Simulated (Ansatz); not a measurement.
# ClFH₃N₂Ta: basis-set convergence

Aim: see how fast density functionals converge with the basis set for ClFH₃N₂Ta.

Method: one geometry, several basis sets; program: Ansatz 0.2.0, Gaussian basis.

The runs, in order: PBE0-D4/def2-SVP; ωB97M-V/def2-SVP; PBE0-D4/def2-QZVPP; ωB97M-V/def2-QZVPP; the functionals' def2-TZVPP values are taken from earlier runs.

## (1) The relaxed structure

The geometry comes from an earlier relaxation with PBE0-D4 in a triple-zeta def2 set; it is a stationary point, not always the lowest conformer. Ta takes the def2 core potential; no spin-orbit term is included.

SMILES `[NH]=[Ta]([NH2])([F])[Cl]`, 8 atoms, charge 0, spin multiplicity 1.

Atoms are counted from 1 here; the program's logs count them from 0.

Bond lengths: N1–Ta2 1.757 Å, N1–H6 1.006 Å, Ta2–N3 1.960 Å, Ta2–F4 1.887 Å, Ta2–Cl5 2.320 Å, N3–H7 1.008 Å, N3–H8 1.012 Å. Angles: Ta2–N1–H6 173.0°, N1–Ta2–N3 103.3°, N1–Ta2–F4 111.2°, N1–Ta2–Cl5 110.9°, N3–Ta2–F4 110.1°, N3–Ta2–Cl5 110.6°, F4–Ta2–Cl5 110.5°, Ta2–N3–H7 126.2°, Ta2–N3–H8 123.1°, H7–N3–H8 110.7°.

## (2) PBE0-D4 in def2-SVP

The input, in.yaml:

```yaml
crystal:
  periodic: [false, false, false]
  atoms:
    - {symbol: N, position_ang: [-0.772008, 1.350911, 0.649178]}
    - {symbol: Ta, position_ang: [-0.332112, 0.116711, -0.520994]}
    - {symbol: N, position_ang: [0.900027, -1.033108, 0.478721]}
    - {symbol: F, position_ang: [-1.842426, -0.871718, -1.070018]}
    - {symbol: Cl, position_ang: [0.734620, 1.057147, -2.353946]}
    - {symbol: H, position_ang: [-1.114817, 2.087279, 1.243024]}
    - {symbol: H, position_ang: [1.194524, -0.901675, 1.433345]}
    - {symbol: H, position_ang: [1.324391, -1.862746, 0.084892]}
basis:
  gaussian: {orbitals: def2-SVP}
hamiltonian: {xc: pbe0, dispersion: d4}
output: {orbitals: {seedname: orbitals}}
```

The run is started by

```
> ansatz run in.yaml --threads 4 --pin off --events-out ev --progress --plain --max-ram 10444MiB
```

After this run come: ωB97M-V in def2-SVP; PBE0-D4 in def2-QZVPP; ωB97M-V in def2-QZVPP.

**Question.** What will the summary of the whole plan be? Wanted: PBE0-D4: double and triple zeta above quadruple; ωB97M-V: double and triple zeta above quadruple.

**Answer**, as computed:

| quantity | value |
| --- | --- |
| PBE0-D4: double and triple zeta above quadruple | 12.49, 0.71 eV |
| ωB97M-V: double and triple zeta above quadruple | 12.62, 0.67 eV |

PBE0-D4 gains 11.78 eV from double to triple zeta, then 0.71 eV more. These are total energies; as a rule much of such shifts cancels in differences, which this series doesn't test. The LUMO of ωB97M-V is positive and keeps falling with the basis (1.08 to 0.57 eV): an unbound level that the basis holds in place.
